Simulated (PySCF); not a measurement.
**SeF⁺ (triplet) at other levels of theory**

Aim: see what other levels and later steps give for SeF⁺ (triplet).

Method: method and basis as typed in the scripts; program: PySCF 2.14.0.

3 further runs of the same task are left out: 3 that didn't finish.

### Step 1. The starting structure

SeF⁺ (triplet): 2 atoms, charge 1, spin multiplicity 3.

Bond lengths: Se1–F2 1.830 Å.

### Step 2. The run that the others are compared with

Input file input.py:

```python
from pyscf import gto, dft
from pyscf.prop.polarizability import uhf as pol

mol = gto.M(
    atom='Se 0 0 0; F 0 0 1.83',
    basis='pcseg-1',
    charge=1,
    spin=2,
    symmetry=True,
    verbose=4,
)
mf = dft.UKS(mol, xc='o3lyp')
mf.kernel()
print('polarizability (a.u.)')
print(pol.Polarizability(mf).polarizability().round(4))
mf.dip_moment()
print('orbital energies (hartree):', [e[max(0, n-3):n+3].round(4) for e, n in zip(mf.mo_energy, mol.nelec)])
```

Started as:

```
OMP_NUM_THREADS=1 python input.py
```

### Step 3. TDDFT

Variant 1 changes step after the SCF: polarizability → tddft; number of roots: none → 6.

Input file input.py:

```python
from pyscf import gto, dft, tdscf

mol = gto.M(
    atom='Se 0 0 0; F 0 0 1.83',
    basis='pcseg-1',
    charge=1,
    spin=2,
    symmetry=True,
    verbose=4,
)
mf = dft.UKS(mol, xc='o3lyp')
mf.kernel()
td = tdscf.TDDFT(mf)
td.nstates = 6
td.kernel()
td.analyze()
mf.dip_moment()
print('orbital energies (hartree):', [e[max(0, n-3):n+3].round(4) for e, n in zip(mf.mo_energy, mol.nelec)])
```

### Step 4. Bp86

Variant 2 changes functional: o3lyp → bp86.

Changes to input.py since step 2:

```diff
@@ -11,3 +11,3 @@
 )
-mf = dft.UKS(mol, xc='o3lyp')
+mf = dft.UKS(mol, xc='bp86')
 mf.kernel()
```

### Step 5. Gradient

Variant 3 changes step after the SCF: polarizability → gradient.

Changes to input.py since step 2:

```diff
@@ -1,3 +1,2 @@
 from pyscf import gto, dft
-from pyscf.prop.polarizability import uhf as pol
 
@@ -13,4 +12,5 @@
 mf.kernel()
-print('polarizability (a.u.)')
-print(pol.Polarizability(mf).polarizability().round(4))
+g = mf.nuc_grad_method()
+g.grid_response = True
+g.kernel()
 mf.dip_moment()
```

### Step 6. Wb97

Variant 4 changes functional: o3lyp → wb97.

Changes to input.py since step 2:

```diff
@@ -11,3 +11,3 @@
 )
-mf = dft.UKS(mol, xc='o3lyp')
+mf = dft.UKS(mol, xc='wb97')
 mf.kernel()
```

### Step 7. Wb97x

Variant 5 changes functional: o3lyp → wb97x.

Changes to input.py since step 2:

```diff
@@ -11,3 +11,3 @@
 )
-mf = dft.UKS(mol, xc='o3lyp')
+mf = dft.UKS(mol, xc='wb97x')
 mf.kernel()
```

Q: Predict the outcome of this session. Wanted: for each run, E(SCF); from base; gap, α spin; after the SCF.

**Answer**, as computed:

| run | E(SCF) (hartree) | from base (eV) | cycles | gap, α spin (eV) | after the SCF |
| --- | --- | --- | --- | --- | --- |
| base | -2501.159584 | 0 | 11 | 4.73 | n/a |
| TDDFT | -2501.159584 | 0.0000 | 11 | 4.73 | lowest root found 3.56 eV |
| bp86 | -2500.958549 | not comparable | 10 | 3.39 | n/a |
| gradient | -2501.159584 | 0.0000 | 11 | 4.73 | n/a |
| wb97 | -2500.807177 | not comparable | 11 | 11.41 | n/a |
| wb97x | -2500.675390 | not comparable | 11 | 10.89 | n/a |

The α-spin gap between the frontier levels is 3.4 eV with bp86 (0 % exact exchange) and 4.7 eV with o3lyp (12 %). A lower total energy from another functional means nothing by itself. The dearest run is “TDDFT”, at 24 s against 5.8 s.
